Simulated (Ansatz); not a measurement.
Wanted: the native input for an Ansatz 0.2.0 run.

- Task: projected density of states
- Functional: PBE
- Potentials or basis: Ansatz PAW
- Cutoff: 420 eV (not typed: the program's choice for these potentials)
- k mesh: 13 × 13 × 13
- Occupations: fermi-dirac, width 0.05 eV
- Spin: collinear spin, ferromagnetic start
- Starting moments: [1.0, 1.0, 0.0, 0.6, 0.0] μB
- Hubbard terms: Ir d U = 4 eV, Mo d U = 4 eV, Ni d U = 4 eV, Pd d U = 4 eV, W d U = 4 eV
- Hubbard projectors: ortho-atomic (the default)
- Double counting: fll (the default)

NiMoIrPdW:

```
CELL_PARAMETERS angstrom
-1.37004 1.37004 9.71647
1.37004 -1.37004 9.71647
1.37004 1.37004 -9.71647
ATOMIC_POSITIONS crystal
Ni 0.19862 0.19862 0.00000
Mo 0.60922 0.60922 0.00000
Pd 0.79310 0.79310 0.00000
Ir 0.39944 0.39944 0.00000
W 0.99565 0.99565 0.00000
```

The cell was built by a generator and needn't be a form met in nature.

One way to write it, as run:

input.yaml

```yaml
crystal:
  lattice:
    - [-1.37004, 1.37004, 9.71647]
    - [1.37004, -1.37004, 9.71647]
    - [1.37004, 1.37004, -9.71647]
  atoms:
    - { symbol: Ni, position: [0.19862, 0.19862, 0.0], spin: 1.0 }
    - { symbol: Mo, position: [0.60922, 0.60922, 0.0], spin: 1.0 }
    - { symbol: Pd, position: [0.7931, 0.7931, 0.0] }
    - { symbol: Ir, position: [0.39944, 0.39944, 0.0], spin: 0.6 }
    - { symbol: W, position: [0.99565, 0.99565, 0.0] }
hamiltonian:
  xc: pbe
  pseudopotentials: { kind: paw }
  hubbard:
    sites:
      - { species: Ir, l: d, u_eff: 4.0 }
      - { species: Mo, l: d, u_eff: 4.0 }
      - { species: Ni, l: d, u_eff: 4.0 }
      - { species: Pd, l: d, u_eff: 4.0 }
      - { species: W, l: d, u_eff: 4.0 }
magnetization:
  spin_polarized: true
kpoints:
  mp_grid: { grid: [13, 13, 13] }
scf:
  occupations: { method: fermi_dirac, width: 0.05 }
  n_extra_bands: 12
output:
  forces: true
  stress: true
  eigenvalues: true
  dos: { projected: true, de: 0.05, nscf_kmesh: { grid: [20, 20, 20] } }
  write_density: true
  write_potential: true
  elf: true
  volumetric_format: npy
```

Potentials or basis: Ansatz PAW.

Command:

```bash
$ ansatz run input.yaml --threads 8 --pin off --max-ram 20480MiB --backend cpu --events-out ev --progress --plain --runs-dir out
```

Results of the run:

```yaml
Pressure: 5.5 GPa
Largest_force: 1.017 eV/Å
Band_gap_on_the_k_mesh: none (metal or under the smearing width)
Net_moment: -0.78 μB per cell
Absolute_moment: 1.20 μB per cell
Site_moments: Ni -0.92; Mo -0.01; Pd -0.03; Ir +0.08; W +0.07 μB
Density_of_states_at_the_Fermi_level: 2.99 states/eV per cell
```

Caveat: the magnetic or orbital state may not be the lowest; the U is typed as a test and isn't derived for this compound; forces of over 1 eV/Å show positions far from the minimum, so gaps and moduli don't describe the material at rest.

Run time: 20 min on 8 threads of Intel(R) Xeon(R) Processor @ 2.50GHz (Skylake/Cascade Lake), with other jobs on the host, peak memory 14 GiB.
